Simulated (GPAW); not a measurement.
Runs of GPAW 26.7.0 on Al2Cu. The structure is tetragonal, space group I4/mmm (No. 139). The conventional cell has a = 4.061 Å, b = 4.061 Å, c = 5.702 Å, α = 90.00°, β = 90.00°, γ = 90.00°. Around Cu (site symmetry 4/mmm) lie 8 Al at 2.48 Å. Around Al (site symmetry -4m2) lie 4 Cu at 2.48 Å and 2 Al at 2.85 Å. The cell comes from a database or a generator and needn't be the stable form of this composition.

```csv
task,level,potentials or basis,cell,k mesh,band path,band points,gap on the mesh (eV),pressure (GPa)
single point,PBEsol,"PAW data sets generated in the run's folder for this functional, pw","atoms moved at random, drawn with an rms of 0.05 Å",9 × 9 × 9,-,-,none,0.5
band structure,LDA,"the program's PAW data sets (release 1.2.1) made for this functional, pw",as given,8 × 8 × 8,"GXYSGZS1NPY1Z,XP",60,-,-3.0
single point,PBEsol,"PAW data sets generated in the run's folder for this functional, pw",as given,9 × 9 × 9,-,-,none,0.5
band structure,PBEsol,"PAW data sets generated in the run's folder for this functional, pw",as given,8 × 8 × 8,"GXYSGZS1NPY1Z,XP",60,-,(a)
```

Alike in all rows: no spin polarisation; cutoff (eV) 600; smearing fermi-dirac 0.05 eV.

Task: Fill in the values left out.

Result: (a) 0.3.

Caveats: with this Cu data set, volumes or pressures lay over 1.5 % or 2 GPa off other programs in two to four cells of ten.

A gap of «none» marks a metal or a gap under the smearing width.
